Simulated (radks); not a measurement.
# W³⁺ in [Kr] 4d10 4f14 5p6 5d3 6d2: an all-electron calculation

What are the levels of the tungsten ion W3+, how large are its shells, and how does its energy divide?

Program: radks (a radial shooting solver on a logarithmic mesh, Libxc functionals) version 1. Level of theory: Dirac Kohn-Sham, BLYP, spin-unpolarised, spherical densities, point nucleus; open shells fill j = l - 1/2 first. These are calculated values, not measurements, unless marked.

## (1) What is computed

| Quantity | Value |
| --- | --- |
| element | tungsten (Z = 74) |
| charge | +3 |
| electrons | 71 |
| configuration | [Kr] 4d10 4f14 5p6 5d3 6d2 |

## (2) The calculation

The run's settings:

```text
Z 74
configuration [Kr] 4d10 4f14 5p6 5d3 6d2 5s0 6p0 5f0 7d0
relativity Dirac
functional b88,lyp
spin unpolarised
j_filling energy
nucleus point
c 137.035999084
```

Launch:

```sh
python run_ks.py task.json out
```

The same process makes all the runs of this session.

Q: Predict the outcome of this run.

As calculated:

| quantity | value |
| --- | --- |
| total energy | -16157.5290 hartree |
| exchange-correlation share of it | 2.01 % |
| −T/E | 1.1269 |
| highest occupied level | 6d3/2, -16.695 eV |
| most extended occupied level | 6d3/2, <r> = 3.81 bohr |
| radius at density 0.001 e/bohr³ | 5.09 bohr |
| maxima of the radial density | 5 |

**Reading.** The radial density shows 5 maxima for 6 occupied principal shells; where shells overlap, one shows as a shoulder or not at all. Relativity lifts −T/E to 1.127. This is not the tabulated ground configuration, so its levels and sizes aren't those of the ground state, and no measured value stands beside it.
